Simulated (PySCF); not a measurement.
# From one method to the next for BeCl

Aim: see what other levels and later steps give for BeCl.

Method: each script names its method and basis; program: PySCF 2.14.0.

1 further run of the same task is left out (it didn't finish).

**1. Where the work starts**

BeCl: 2 atoms, charge 0, spin multiplicity 2.

Bond lengths: Be1–Cl2 1.795 Å.

**2. The base run**

Contents of input.py:

```python
from pyscf import gto, scf

mol = gto.M(
    atom='Be 0 0 0; Cl 0 0 1.795',
    basis='pcseg-1',
    charge=0,
    spin=1,
    verbose=4,
)
mf = scf.UHF(mol)
mf = mf.density_fit(auxbasis='def2-universal-jkfit')
mf.kernel()
mf.dip_moment()
print('orbital energies (hartree):', [e[max(0, n-3):n+3].round(4) for e, n in zip(mf.mo_energy, mol.nelec)])
```

On the command line:

```bash
python input.py
```

**3. NEVPT2 (ROHF)**

Run 1 changes step after the SCF: none → nevpt2; SCF type: UHF → ROHF; active space: none → 1 electrons in 2 orbitals.

Contents of input.py:

```python
from pyscf import gto, scf, mcscf, mrpt

mol = gto.M(
    atom='Be 0 0 0; Cl 0 0 1.795',
    basis='pcseg-1',
    charge=0,
    spin=1,
    verbose=4,
)
mf = scf.ROHF(mol)
mf = mf.density_fit(auxbasis='def2-universal-jkfit')
mf.kernel()
mc = mcscf.CASSCF(mf, 2, 1)
mc.kernel()
mc.analyze()
mrpt.NEVPT(mc).kernel()
mf.dip_moment()
print('orbital energies (hartree):', mf.mo_energy[..., max(0, mol.nelec[1]-3):mol.nelec[0]+3].round(4))
```

**4. Gradient**

Run 2 changes step after the SCF: none → gradient.

Changes to input.py since step 2:

```diff
@@ -12,2 +12,3 @@
 mf.kernel()
+mf.nuc_grad_method().kernel()
 mf.dip_moment()
```

**5. EOM-IP**

Run 3 changes step after the SCF: none → eomip; frozen orbitals: none → 5; number of roots: none → 5.

Changes to input.py since step 2:

```diff
@@ -1,2 +1,2 @@
-from pyscf import gto, scf
+from pyscf import gto, scf, cc
 
@@ -12,2 +12,6 @@
 mf.kernel()
+mycc = cc.CCSD(mf, frozen=5)
+mycc.kernel()
+e = mycc.ipccsd(nroots=5)[0]
+print('roots (eV) =', (e*27.211386).round(3))
 mf.dip_moment()
```

**6. R2scan (UKS)**

Run 4 changes functional: none (Hartree–Fock) → r2scan; SCF type: UHF → UKS; step after the SCF: none → analyze.

Contents of input.py:

```python
from pyscf import gto, dft

mol = gto.M(
    atom='Be 0 0 0; Cl 0 0 1.795',
    basis='pcseg-1',
    charge=0,
    spin=1,
    verbose=4,
)
mf = dft.UKS(mol, xc='r2scan')
mf = mf.density_fit(auxbasis='def2-universal-jkfit')
mf.kernel()
mf.analyze()
print('orbital energies (hartree):', [e[max(0, n-3):n+3].round(4) for e, n in zip(mf.mo_energy, mol.nelec)])
```

Q: Predict the outcome of this session. Wanted: for each run, E(SCF); from base; gap, α spin; SCF dipole; after the SCF.

**Answer**, as computed:

```csv
run,E(SCF) (hartree),from base (eV),cycles,"gap, α spin (eV)",SCF dipole (D),after the SCF
base,-474.121543,0,10,10.77,1.47,n/a
NEVPT2 (ROHF),-474.121225,+0.0087,9,n/a,1.48,"NEVPT2 correlation -4.103 eV (from the SCF energy, the CASSCF gain included)"
gradient,-474.121543,0.0000,10,10.77,1.47,n/a
EOM-IP,-474.121543,0.0000,10,10.77,1.47,"CCSD correlation -4.332 eV, core frozen, first root 8.80 eV"
r2scan (UKS),-474.882481,not comparable,8,3.88,1.14,n/a
```

What this shows: Total energies of different functionals can't be compared with each other; differences within one functional can. The dearest run is “EOM-IP”, at 7.7 s against 0.86 s.
